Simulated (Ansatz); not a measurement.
# ClGeH4: the cost of one run

All numbers below are computed with Ansatz 0.2.0 (UHF/def2-SVP).

**1. The starting structure**

Bond lengths: Ge1–H2 1.800 Å, Ge1–H3 1.550 Å, Ge1–H4 1.549 Å, Ge1–H5 1.549 Å. Angles: H2–Ge1–H3 109.5°, H2–Ge1–H4 109.5°, H2–Ge1–H5 109.5°, H3–Ge1–H4 109.5°, H3–Ge1–H5 109.5°, H4–Ge1–H5 109.5°.

Coordinates:

```xyz
6

Ge    0.0000    0.0000    0.0000
H     0.0000    0.0000    1.8000
H     1.4616    0.0000   -0.5162
H    -0.7300    1.2648   -0.5162
H    -0.7300   -1.2648   -0.5162
Cl    0.0000    0.0000    3.4700
```

**2. A restrained relaxation towards end A**

Springs on the bonds that form and break draw the guess towards this end; the thresholds are loose.

Contents of input.yaml:

```yaml
crystal:
  periodic: [false, false, false]
  atoms:
    - { symbol: Ge, position_ang: [0.0, 0.0, 0.0] }
    - { symbol: H, position_ang: [0.0, 0.0, 1.8] }
    - { symbol: H, position_ang: [1.4616, 0.0, -0.5162] }
    - { symbol: H, position_ang: [-0.73, 1.2648, -0.5162] }
    - { symbol: H, position_ang: [-0.73, -1.2648, -0.5162] }
    - { symbol: Cl, position_ang: [0.0, 0.0, 3.47] }
magnetization:
  spin_polarized: true
  initial_magnetization: 1
basis:
  gaussian: { orbitals: def2-SVP }
hamiltonian:
  xc: hf
relax:
  f_tol: 0.15
  max_steps: 25
  restrain:
    - { distance: [1, 5], at: 2.57, k: 30.0 }
    - { distance: [0, 1], at: 1.55, k: 30.0 }
```

The run is started by

```
$ ansatz run input.yaml --threads 1 --pin off --max-ram 2048MiB --backend cpu --events-out ev --progress --plain --runs-dir out
```

**Question.** How long does this run take on 1 thread of Arm Neoverse V1, shared host, and how much memory does it need?

About 14 s, with a peak of 0.17 GiB.
